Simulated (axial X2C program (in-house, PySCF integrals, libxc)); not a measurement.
# IF⁺: properties at the nuclei

Aim: properties at the nuclei of IF⁺, with spin–orbit coupling in the Hamiltonian from the start.

Computed with an in-house X2C program for linear molecules on PySCF integrals. Level: two-component X2C with atomic mean-field terms, I dyall-cv3z, F dyall-av3z.

All values are calculated.

**1. Input**

File task.json:

```json
{
 "zs": [
  53,
  9
 ],
 "q": 1,
 "bas": [
  "dyall-cv3z",
  "dyall-av3z"
 ],
 "r0": 1.97,
 "levels": [
  "PBE0",
  "HF",
  "TPSSh",
  "LDA",
  "PBE"
 ],
 "nst": 3
}
```

Keys: zs atomic numbers; q charge; bas basis sets; r0 starting distance in Å; levels methods (HF also brings MP2); nst determinants followed.

Started as:

```sh
> python soeom.py task.json out
```

Nuclei are Gaussian, cores are contracted, and the Gaunt term is on.

**2. Expectation values, lowest determinant**

R = 1.844 Å. State: Ω = 3/2 (excess of +ω over −ω: ω = 3/2).

Output of the PBE0 run:

```text
two-component X2C + atomic mean field  PBE0
basis functions 178  fitting functions 903  grid points 5076
iter        total energy     max residual
   1      -7211.839319157     3.02e-05
   2      -7211.839319157     1.02e-05
   3      -7211.839319157     1.51e-05
   4      -7211.839319157     2.43e-06
converged
one-electron -10136.21293751  Coulomb 2984.70879317  exact exchange -47.49257078  xc functional -145.39402195  nuclear repulsion 136.88586204  atomic mean-field constant -4.33444412
```

The highest occupied spinor is 80% I p, 15% F p, 2% F d.

| level | Eeff magnitude (GV/cm) | Ws magnitude I (kHz) | A∥/gI I (MHz) | qzz I (a.u.) | A∥/gI F (MHz) | qzz F (a.u.) |
| --- | --- | --- | --- | --- | --- | --- |
| PBE0 | 2.23 | 0.975 | 853 | 15.40 | 53 | 3.00 |
| HF | 6.47 | 2.68 | 978 | 15.80 | 36.9 | 3.16 |
| TPSSh | 1.82 | 0.807 | 827 | 15.42 | 56.7 | 2.94 |
| LDA | 1.19 | 0.556 | 851 | 15.70 | 61.4 | 2.81 |
| PBE | 1.54 | 0.699 | 810 | 15.33 | 61.2 | 2.84 |

Eeff is the effective electric field on the electron dipole moment in this Ω state and Ws the scalar–pseudoscalar constant (defined with the proton number Z and per Ω); A∥ is the parallel hyperfine constant, which follows by multiplying with the nuclear g factor gI = μI/(I μN); qzz is the electric field gradient, eQq0 = 234.96 MHz × Q/barn × qzz. The operators were transformed with the bare-nucleus X2C matrices.

**3. Expectation values, a higher determinant**

R = 1.844 Å. State: Ω = 1/2 (excess of +ω over −ω: ω = 1/2), 0.72 eV above the lowest in the PBE0 search for states (made at or near this distance, with looser thresholds).

Output of the PBE0 run:

```text
two-component X2C + atomic mean field  PBE0
basis functions 178  fitting functions 903  grid points 5076
iter        total energy     max residual
   1      -7211.812780204     2.29e-05
   2      -7211.812780205     1.78e-05
   3      -7211.812780205     1.17e-05
   4      -7211.812780206     3.55e-06
converged
one-electron -10135.87767425  Coulomb 2984.38673905  exact exchange -47.48870770  xc functional -145.38455522  nuclear repulsion 136.88586204  atomic mean-field constant -4.33444412
```

The highest occupied spinor is 85% I p, 11% F p, 2% F d.

| level | Eeff magnitude (GV/cm) | Ws magnitude I (kHz) | A∥/gI I (MHz) | qzz I (a.u.) | A∥/gI F (MHz) | qzz F (a.u.) |
| --- | --- | --- | --- | --- | --- | --- |
| PBE0 | 4.24 | 4.83 | 5500 | 15.05 | 229 | 2.95 |
| HF | 3.74 | 4.26 | 5610 | 15.04 | 83.8 | 3.23 |
| TPSSh | 3.85 | 4.36 | 5290 | 15.16 | 265 | 2.87 |
| LDA | 4.8 | 5.51 | 5400 | 15.58 | 316 | 2.74 |
| PBE | 4.18 | 4.74 | 5310 | 15.18 | 298 | 2.77 |

**4. Outcome**

| quantity | value |
| --- | --- |
| lowest determinant | Ω = 3/2 (excess of +ω over −ω: ω = 3/2) |
| Eeff magnitude (GV/cm), PBE0 | 2.23 |
| Ws magnitude I (kHz), PBE0 | 0.975 |
| A∥/gI I (MHz), PBE0 | 853 |
| qzz I (a.u.), PBE0 | 15.40 |
| higher determinant | Ω = 1/2 (excess of +ω over −ω: ω = 1/2) |
| Eeff magnitude (GV/cm), PBE0, higher determinant | 4.24 |
| Ws magnitude I (kHz), PBE0, higher determinant | 4.83 |
| A∥/gI I (MHz), PBE0, higher determinant | 5500 |
| qzz I (a.u.), PBE0, higher determinant | 15.05 |

In words: In the first state, the effective field runs from 1.19 to 6.47 GV/cm over the mean-field levels, so the levels don't agree on it. The expectation values come from single determinants, which for open shells can mix terms of unlike spin or miss the lowest Ω, so a determinant need not be a state. Eeff is the effective electric field on the electron dipole moment in this Ω state and Ws the scalar–pseudoscalar constant (defined with the proton number Z and per Ω); A∥ is the parallel hyperfine constant, which follows by multiplying with the nuclear g factor gI = μI/(I μN); qzz is the electric field gradient, eQq0 = 234.96 MHz × Q/barn × qzz. The operators were transformed with the bare-nucleus X2C matrices.
